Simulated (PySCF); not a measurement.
**C3H7NS2Si: a tour of settings, part 1 of 2**

Aim: see how C3H7NS2Si (`C=N[SiH]1SCCS1`) answers to the choice of functional, basis, grid and SCF options.

Computed with PySCF 2.14.0, with density-fitted response routines of our own, on a single molecule in the gas phase. Atoms are numbered from 0 throughout.

## 1. The starting structure

14 atoms, charge 0, multiplicity 1; geometry from: GFN2-xTB.

Bonds of the start (Å): C0–N1 1.25, N1–Si2 1.71, Si2–S3 2.14, S3–C4 1.83, C4–C5 1.51, C5–S6 1.82, S6–Si2 2.14, C0–H7 1.09, C0–H8 1.09, Si2–H9 1.46, C4–H10 1.09, C4–H11 1.09, C5–H12 1.09, C5–H13 1.09.

## 2. Nuclear shieldings: PBE0/pcSseg-1

What the job is given:

```
{"job": {"kind": "nmr", "xc": "PBE0", "basis": "pcSseg-1"}, "charge": 0, "multiplicity": 1}
C      3.189799     0.291720     0.182091
N      1.940800     0.324628     0.153135
Si     0.719973    -0.643889    -0.548087
S     -0.605283    -1.144518     1.058443
C     -2.089273    -0.457869     0.246811
C     -1.784102     0.863035    -0.417313
S     -0.514732     0.666898    -1.712991
H      3.722194     1.075375     0.711917
H      3.799426    -0.480350    -0.289331
H      0.987175    -1.824048    -1.357076
H     -2.835932    -0.332809     1.031121
H     -2.446615    -1.189542    -0.478544
H     -1.414845     1.589895     0.306022
H     -2.669262     1.261001    -0.913344
```

Method: GIAO PBE0/pcSseg-1 NMR shielding, non-relativistic, gas phase.

Started as:

```
$ OMP_NUM_THREADS=1 python probes_run.py task.json out
```

One launch serves the whole session: the jobs run in the order shown.

The log of the run:

```text
coarse grid: 13536 points
cycle   1  E = -1258.4395006084  dE =  9.112e-01  |g| = 4.305e-01  |ddm| = 3.602e+00
cycle   2  E = -1258.3827068552  dE =  5.679e-02  |g| = 6.787e-01  |ddm| = 1.150e+00
cycle   3  E = -1258.4855739618  dE = -1.029e-01  |g| = 1.064e-01  |ddm| = 7.016e-01
cycle   4  E = -1258.4879893860  dE = -2.415e-03  |g| = 3.810e-02  |ddm| = 1.405e-01
cycle   5  E = -1258.4883310847  dE = -3.417e-04  |g| = 6.944e-03  |ddm| = 4.914e-02
cycle   6  E = -1258.4883454532  dE = -1.437e-05  |g| = 2.632e-03  |ddm| = 1.368e-02
cycle   7  E = -1258.4883471876  dE = -1.734e-06  |g| = 6.246e-04  |ddm| = 3.537e-03
final grid: 117640 points
cycle   8  E = -1258.5320677104  dE = -2.267e-05  |g| = 8.468e-03  |ddm| = 2.503e-02
cycle   9  E = -1258.5320519767  dE =  1.573e-05  |g| = 1.158e-02  |ddm| = 1.906e-02
cycle  10  E = -1258.5320846818  dE = -3.271e-05  |g| = 1.343e-03  |ddm| = 1.170e-02
cycle  11  E = -1258.5320850854  dE = -4.036e-07  |g| = 3.418e-04  |ddm| = 1.238e-03
cycle  12  E = -1258.5320851086  dE = -2.314e-08  |g| = 1.245e-04  |ddm| = 3.807e-04
cycle  13  E = -1258.5320851126  dE = -4.084e-09  |g| = 2.904e-05  |ddm| = 1.662e-04
cycle  14  E = -1258.5320851129  dE = -2.112e-10  |g| = 3.656e-06  |ddm| = 3.540e-05
converged SCF energy = -1258.5320851129

GIAO shielding tensors (ppm)
atom      isotropic    diamagn.    paramagn.     s11        s22        s33       span
  0 C       13.697     249.860    -236.162    -77.657    -12.879    131.628    209.285
  1 N     -157.337     330.946    -488.283   -529.177   -181.057    238.223    767.399
  2 Si     338.656     879.872    -541.216    282.049    342.828    391.091    109.043
  3 S      599.853    1058.576    -458.723    492.054    532.578    774.927    282.873
  4 C      143.199     251.771    -108.572    106.996    152.909    169.690     62.694
  5 C      145.828     251.285    -105.458    116.421    153.155    167.907     51.486
  6 S      575.362    1058.119    -482.757    445.948    565.335    714.805    268.857
  7 H       23.125      27.914      -4.789     21.563     22.485     25.327      3.765
  8 H       23.053      27.506      -4.453     20.427     21.637     27.093      6.666
  9 H       25.386      28.319      -2.933     21.907     22.033     32.218     10.311
 10 H       28.508      29.852      -1.344     21.698     26.634     37.191     15.494
 11 H       28.915      30.491      -1.575     23.105     26.798     36.843     13.737
 12 H       28.672      31.066      -2.394     23.132     26.372     36.512     13.380
 13 H       28.641      29.567      -0.926     21.989     26.705     37.229     15.240
```

It took 24 s on 1 thread of Arm Neoverse V1, shared host; peak memory 0.8 GiB.

The references, computed at this level on geometries of the same kind, shield at (ppm): 1H TMS 31.72, 13C TMS 186.9, 29Si TMS 349.2, 15N NH3 267.7, 33S CS2 504. Their shielding less the atom's gives the shift. The references are single molecules in the gas phase, so shifts against H2O, NH3, PH3, H3PO4 or CFCl3 are not on the usual liquid scales and can be off by tens of ppm. Atoms listed in one row are averaged.

```
   atoms                                                   environment  σ (ppm)  δ (ppm)  δ scaled to CDCl3
      C0                                                    C=N carbon     13.7    173.2              167.2
  C4, C5                                           sp3 CH2 bonded to S    144.5     42.4               35.1
      H8                                      hydrogen on a C=N carbon    23.05     8.66               8.27
      H7                                      hydrogen on a C=N carbon    23.13     8.59               8.21
      H9  hydrogen on a silicon bonded to N, 2 S, in a 5-membered ring    25.39     6.33                  –
H10, H12                            hydrogen on an sp3 CH2 bonded to S    28.59     3.13               3.05
H11, H13                            hydrogen on an sp3 CH2 bonded to S    28.78     2.94               2.88
      N1                                                imine nitrogen   -157.3    425.1                  –
     Si2             silicon bonded to N, 2 S, H, in a 5-membered ring    338.7     10.5                  –
  S3, S6                  sulfur bonded to C, Si, in a 5-membered ring      588      -84                  –
```

The scaled column applies a straight-line fit of computed shieldings to shifts measured in CDCl3, with any fitted terms for Cl, Br or S neighbours (root-mean-square error 0.16 ppm for H, 1.9 ppm for C).

Charges from the same density, by scheme (e):

```
 atoms  Mulliken    IAO  Hirshfeld  ESP fit
    C0      0.07  -0.06       0.04     0.32
    N1     -0.53  -0.52      -0.23    -0.63
   Si2      0.77   0.86       0.32     0.89
S3, S6     -0.26  -0.19      -0.10    -0.30
C4, C5     -0.32  -0.33      -0.07    -0.32
```

Mayer bond orders: C0–N1 1.93, N1–Si2 1.02, Si2–S3 0.96, S3–C4 1.00, C4–C5 1.01, C5–S6 1.00, S6–Si2 0.97.

Ring of atoms Si2, S3, C4, C5, S6: NICS(0) -8.8, NICS(1) -4.9, NICS(1)zz -3.7 ppm (means of both faces).

## 3. Ultraviolet spectrum: PBE0/def2-SVPD

Settings changed since step 2:

```diff
@@ -1,2 +1,2 @@
-{"job": {"kind": "nmr", "xc": "PBE0", "basis": "pcSseg-1"}, "charge": 0, "multiplicity": 1}
+{"job": {"kind": "uv", "xc": "PBE0", "basis": "def2-SVPD", "nstates": 6, "ntriplets": 2}, "charge": 0, "multiplicity": 1}
 C      3.189799     0.291720     0.182091
```

Method: TDDFT PBE0/def2-SVPD, vertical, gas phase, core orbitals frozen in the response.

The log of the run:

```text
coarse grid: 13536 points
cycle   1  E = -1257.9836661737  dE =  8.552e-01  |g| = 4.097e-01  |ddm| = 5.720e+00
cycle   2  E = -1257.9241143413  dE =  5.955e-02  |g| = 6.651e-01  |ddm| = 1.844e+00
cycle   3  E = -1258.0272694324  dE = -1.032e-01  |g| = 9.996e-02  |ddm| = 1.087e+00
cycle   4  E = -1258.0295646297  dE = -2.295e-03  |g| = 3.302e-02  |ddm| = 2.039e-01
cycle   5  E = -1258.0298588507  dE = -2.942e-04  |g| = 8.341e-03  |ddm| = 7.854e-02
cycle   6  E = -1258.0298824455  dE = -2.359e-05  |g| = 2.134e-03  |ddm| = 2.397e-02
cycle   7  E = -1258.0298836913  dE = -1.246e-06  |g| = 6.581e-04  |ddm| = 5.324e-03
final grid: 117640 points
cycle   8  E = -1258.1576202712  dE = -2.126e-05  |g| = 8.212e-03  |ddm| = 8.228e-02
cycle   9  E = -1258.1576044192  dE =  1.585e-05  |g| = 1.126e-02  |ddm| = 2.844e-02
cycle  10  E = -1258.1576376953  dE = -3.328e-05  |g| = 1.381e-03  |ddm| = 1.772e-02
cycle  11  E = -1258.1576381645  dE = -4.692e-07  |g| = 3.051e-04  |ddm| = 2.415e-03
cycle  12  E = -1258.1576381837  dE = -1.917e-08  |g| = 1.223e-04  |ddm| = 6.243e-04
cycle  13  E = -1258.1576381879  dE = -4.160e-09  |g| = 2.766e-05  |ddm| = 2.465e-04
cycle  14  E = -1258.1576381881  dE = -2.087e-10  |g| = 4.549e-06  |ddm| = 5.494e-05
converged SCF energy = -1258.1576381881

Static polarisability (au): isotropic 108.852, principal 89.061 102.114 135.380

Singlet excitations
state   eV       nm        f      main configurations
  1   3.9311    315.4   0.00036   H-2->L 0.94
  2   4.5370    273.3   0.02210   H->L 0.79, H-1->L 0.15
  3   4.5959    269.8   0.01719   H-1->L 0.84, H->L 0.14
  4   5.1084    242.7   0.00206   H->L+1 0.93
  5   5.2574    235.8   0.00474   H-1->L+1 0.93
  6   5.8524    211.9   0.03008   H-2->L+1 0.94

Triplet excitations (Tamm-Dancoff, eV): 3.3340 4.2199
```

It took 32 s on 1 thread of Arm Neoverse V1, shared host; peak memory 0.86 GiB.

Frontier orbitals and where they lie:

```
orbital     eV                       atoms
 HOMO−3  -8.44  S3 37 %, S6 37 %, Si2 11 %
 HOMO−2  -7.34  N1 55 %, C0 16 %, Si2 10 %
 HOMO−1  -7.02   S6 40 %, S3 32 %, Si2 7 %
   HOMO  -6.88    S3 40 %, S6 32 %, C4 7 %
   LUMO  -1.37   C0 40 %, N1 30 %, Si2 8 %
 LUMO+1  -0.39  S6 25 %, S3 25 %, Si2 18 %
 LUMO+2   0.44  S3 23 %, Si2 22 %, S6 17 %
```

With each of the 6 states as a Gaussian band of 0.4 eV half-width at 1/e, the curve within the window shown has maxima at 272 nm (ε 1,600), 213 nm (ε 1,200) L/(mol cm). Beyond the last state computed it falls off for lack of states. The curve at chosen wavelengths:

(nm, ε (L/mol/cm)): (202, 695), (209, 1164), (216, 1193), (222, 924), (229, 611), (236, 479), (243, 536), (250, 768), (256, 1069), (263, 1416), (270, 1599), (277, 1536), (284, 1275), (290, 982), (297, 654), (304, 398), (311, 226), (318, 123), (324, 72), (331, 39), (338, 21), (345, 12), (352, 7), (358, 5), (365, 3), (372, 2)

Ground-state properties from the same run:

```
           property  computed
  dipole moment (D)      0.62
polarisability (Å³)     16.13
 HOMO–LUMO gap (eV)      5.51
      −ε(HOMO) (eV)      6.88
```

## 4. Spin-spin couplings: PBE0/6-311G**

Settings changed since step 3:

```diff
@@ -1,2 +1,2 @@
-{"job": {"kind": "uv", "xc": "PBE0", "basis": "def2-SVPD", "nstates": 6, "ntriplets": 2}, "charge": 0, "multiplicity": 1}
+{"job": {"kind": "j", "xc": "PBE0", "basis": "6-311G**", "scf": {"damp": 0.3}}, "charge": 0, "multiplicity": 1}
 C      3.189799     0.291720     0.182091
```

Method: PBE0/6-311G** indirect spin-spin coupling, non-relativistic, gas phase.

The log of the run:

```text
damping 0.30 in the first 6 cycles
final grid: 117640 points
cycle   1  E = -1258.6137080841  dE =  8.923e-01  |g| = 4.665e-01  |ddm| = 3.189e+00
cycle   2  E = -1258.6305134203  dE = -1.681e-02  |g| = 3.949e-01  |ddm| = 7.619e-01
cycle   3  E = -1258.6288471423  dE =  1.666e-03  |g| = 4.052e-01  |ddm| = 6.122e-01
cycle   4  E = -1258.6218267289  dE =  7.020e-03  |g| = 4.364e-01  |ddm| = 6.409e-01
cycle   5  E = -1258.6149648871  dE =  6.862e-03  |g| = 4.779e-01  |ddm| = 6.882e-01
cycle   6  E = -1258.4619954088  dE =  1.530e-01  |g| = 9.376e-01  |ddm| = 1.195e+00
cycle   7  E = -1258.0379328223  dE =  4.241e-01  |g| = 1.733e+00  |ddm| = 1.917e+00
cycle   8  E = -1258.6606920160  dE = -6.228e-01  |g| = 1.093e-01  |ddm| = 1.075e+00
cycle   9  E = -1258.6632761854  dE = -2.584e-03  |g| = 3.720e-02  |ddm| = 9.699e-02
cycle  10  E = -1258.6636515440  dE = -3.754e-04  |g| = 6.346e-03  |ddm| = 4.544e-02
cycle  11  E = -1258.6636608094  dE = -9.265e-06  |g| = 2.259e-03  |ddm| = 8.361e-03
cycle  12  E = -1258.6636620748  dE = -1.265e-06  |g| = 5.377e-04  |ddm| = 2.707e-03
cycle  13  E = -1258.6636621441  dE = -6.928e-08  |g| = 1.355e-04  |ddm| = 5.507e-04
cycle  14  E = -1258.6636621490  dE = -4.864e-09  |g| = 2.904e-05  |ddm| = 1.987e-04
cycle  15  E = -1258.6636621492  dE = -2.269e-10  |g| = 1.056e-05  |ddm| = 4.488e-05
converged SCF energy = -1258.6636621492

Indirect spin-spin couplings (Hz)
  i      j    bonds     total        FC       PSO       DSO        SD
  0 C    1 N    1    -10.428   -16.925     8.209    -0.067    -1.644
  0 C    2 Si   2      2.794     3.061    -0.188     0.048    -0.126
  0 C    3 S    3      0.641     0.570     0.087    -0.016         -
  0 C    6 S    3      0.319     0.256     0.079    -0.016         -
  0 C    7 H    1    161.170   160.916    -0.448     0.701         -
  0 C    8 H    1    147.374   147.087    -0.447     0.734         -
  0 C    9 H    3     -0.539    -0.352    -0.020    -0.167         -
  0 C   10 H    5      0.165     0.263     0.177    -0.275         -
  0 C   13 H    5      0.201     0.295     0.197    -0.291         -
  1 N    2 Si   1     -5.390    -2.923    -2.682     0.061     0.154
  1 N    3 S    2     -2.417    -2.436     0.002    -0.003     0.020
  1 N    4 C    3      0.160     0.115     0.032     0.017    -0.004
  1 N    5 C    3     -0.056    -0.068     0.010    -0.001     0.003
  1 N    6 S    2     -1.055    -0.982    -0.007    -0.002    -0.063
  1 N    7 H    2     -8.539    -9.899     1.408     0.187    -0.235
  1 N    8 H    2      3.275     2.057     1.242     0.226    -0.250
  1 N    9 H    2     -0.860    -1.100     0.092     0.160    -0.011
  2 Si   3 S    1     24.907    22.229     4.209    -0.027    -1.503
  2 Si   4 C    2      0.018    -0.313     0.299    -0.032     0.063
  2 Si   5 C    2      0.060    -0.295     0.311    -0.032     0.075
  2 Si   6 S    1     26.778    23.756     4.519    -0.027    -1.469
  2 Si   7 H    3    -26.031   -25.927    -0.380     0.304    -0.028
  2 Si   8 H    3    -13.610   -13.503    -0.057     0.007    -0.058
  2 Si   9 H    1   -223.421  -223.959     1.223    -0.501    -0.184
  2 Si  10 H    3    -11.019   -11.118    -0.184     0.277     0.007
  2 Si  11 H    3     -0.172    -0.326     0.147    -0.050     0.057
  2 Si  12 H    3     -0.975    -1.203     0.203    -0.047     0.071
  2 Si  13 H    3    -11.017   -11.140    -0.164     0.277     0.010
  3 S    4 C    1    -14.907   -16.344     1.389     0.048         -
  3 S    5 C    2     -1.176    -0.548    -0.637     0.009         -
  3 S    8 H    4     -0.214    -0.196     0.034    -0.052         -
  3 S    9 H    2      5.340     5.593    -0.213    -0.040         -
  3 S   10 H    2      6.554     6.200     0.366    -0.011         -
  3 S   11 H    2      1.210     1.083     0.137    -0.010         -
  3 S   12 H    3      0.702     0.727    -0.055     0.030         -
  3 S   13 H    3      2.292     2.413    -0.012    -0.109         -
  4 C    5 C    1     34.471    35.273    -1.074     0.273         -
  4 C    6 S    2     -1.099    -0.479    -0.629     0.009         -
  4 C    9 H    3      1.407     1.523     0.033    -0.149         -
  4 C   10 H    1    129.675   128.192     0.460     1.024         -
  4 C   11 H    1    136.868   135.423     0.364     1.081         -
  4 C   12 H    2     -4.211    -4.197    -0.045     0.031         -
  4 C   13 H    2     -0.758    -0.833     0.081    -0.007         -
  5 C    6 S    1    -14.856   -16.216     1.311     0.048         -
  5 C    9 H    3      0.917     1.093     0.146    -0.322         -
  5 C   10 H    2     -0.616    -0.689     0.078    -0.004         -
  5 C   11 H    2     -4.438    -4.435    -0.028     0.025         -
  5 C   12 H    1    137.544   136.111     0.340     1.093         -
  5 C   13 H    1    129.986   128.487     0.471     1.028         -
  6 S    7 H    4     -0.162    -0.154     0.047    -0.055         -
  6 S    8 H    4     -0.192    -0.164     0.026    -0.053         -
  6 S    9 H    2      8.830     9.133    -0.273    -0.030         -
  6 S   10 H    3      2.414     2.533    -0.009    -0.109         -
  6 S   11 H    3      0.904     0.915    -0.039     0.028         -
  6 S   12 H    2      1.219     1.086     0.140    -0.007         -
  6 S   13 H    2      6.464     6.145     0.331    -0.012         -
  7 H    8 H    2     16.646    16.909     3.025    -3.287         -
  7 H    9 H    4      1.906     2.307     1.057    -1.458         -
  7 H   10 H    6     -0.347    -0.098     0.537    -0.785         -
  7 H   11 H    6     -0.354    -0.021     0.680    -1.013         -
  7 H   13 H    6     -0.365    -0.121     0.595    -0.840         -
  8 H    9 H    4      2.564     2.383    -0.354     0.535         -
  8 H   10 H    6     -0.458    -0.117     0.658    -0.999         -
  8 H   11 H    6     -0.346    -0.004     0.497    -0.838         -
  8 H   12 H    6     -0.333    -0.078     0.525    -0.780         -
  8 H   13 H    6     -0.493    -0.152     0.703    -1.045         -
  9 H   10 H    4     -0.234     0.319     0.954    -1.507         -
  9 H   12 H    4     -1.049    -0.194     0.908    -1.763         -
  9 H   13 H    4     -0.246     0.335     0.867    -1.448         -
 10 H   11 H    2    -11.612   -11.909     2.134    -1.837         -
 10 H   12 H    3      2.945     2.648     0.290     0.007         -
 10 H   13 H    3      2.505     2.282     0.441    -0.219         -
 11 H   12 H    3     11.501    11.725     2.246    -2.471         -
 11 H   13 H    3      2.976     2.680     0.310    -0.014         -
 12 H   13 H    2    -11.623   -11.922     2.126    -1.827         -
```

It took 49 s on 1 thread of Arm Neoverse V1, shared host; peak memory 0.93 GiB.

This basis has no tight s functions, so the Fermi-contact terms are rough.

Couplings of 1 Hz or more, nine at most for each number of bonds, with means over like pairs (isotopes 13C, 1H, 15N, 33S, 29Si):

```
   pair  bonds  J (Hz)  Fermi contact (Hz)  dihedral (°)
 Si2–H9      1  -223.4              -224.0             –
  C0–H7      1   161.2               160.9             –
  C0–H8      1   147.4               147.1             –
 C4–H10      1   133.6               132.2             –
 C4–H11      1   133.4               132.0             –
  C4–C5      1    34.5                35.3             –
 Si2–S3      1    25.8                23.0             –
  S3–C4      1   -14.9               -16.3             –
  C0–N1      1   -10.4               -16.9             –
  H7–H8      2    16.6                16.9             –
H10–H11      2   -11.6               -11.9             –
  N1–H7      2    -8.5                -9.9             –
  S3–H9      2     7.1                 7.4             –
 S3–H10      2     3.9                 3.6             –
 S3–H11      2     3.8                 3.6             –
  N1–H8      2     3.3                 2.1             –
 C0–Si2      2     2.8                 3.1             –
 C4–H13      2    -2.6                -2.6             –
 Si2–H7      3   -26.0               -25.9           179
 Si2–H8      3   -13.6               -13.5            -1
H10–H13      3     7.0                 7.0             –
Si2–H10      3    -6.0                -6.2             –
Si2–H11      3    -5.6                -5.7             –
H11–H13      3     3.0                 2.7            59
H10–H12      3     2.9                 2.6            59
 S3–H13      3     1.6                 1.7             –
 S3–H12      3     1.6                 1.6             –
  H8–H9      4     2.6                 2.4             –
  H7–H9      4     1.9                 2.3             –
```

The spin-dipole term was solved for some atoms only; pairs without it lack that part.

The response was solved for the nuclei of C, H, N, Si alone, so couplings that need other nuclei can be missing.

Quadrupole couplings from the field gradients of the same density:

```
atom  isotope  eQq/h (MHz)     η
  S3      33S         36.8  0.79
  S6      33S         35.5  0.82
  N1      14N       -4.676  0.74
```

Joined with the shifts from before (PBE0/pcSseg-1, scaled to CDCl3 for protons on carbon, raw for the others), the couplings predict the line list below for 600 MHz.

1H NMR δ 8.27 (m, 1H), 8.21 (m, 1H), 6.33 (t, J = 2.2 Hz, 1H), 3.05 (m, 2H), 2.88 (m, 2H).

(Continued in part 2 of 2.)
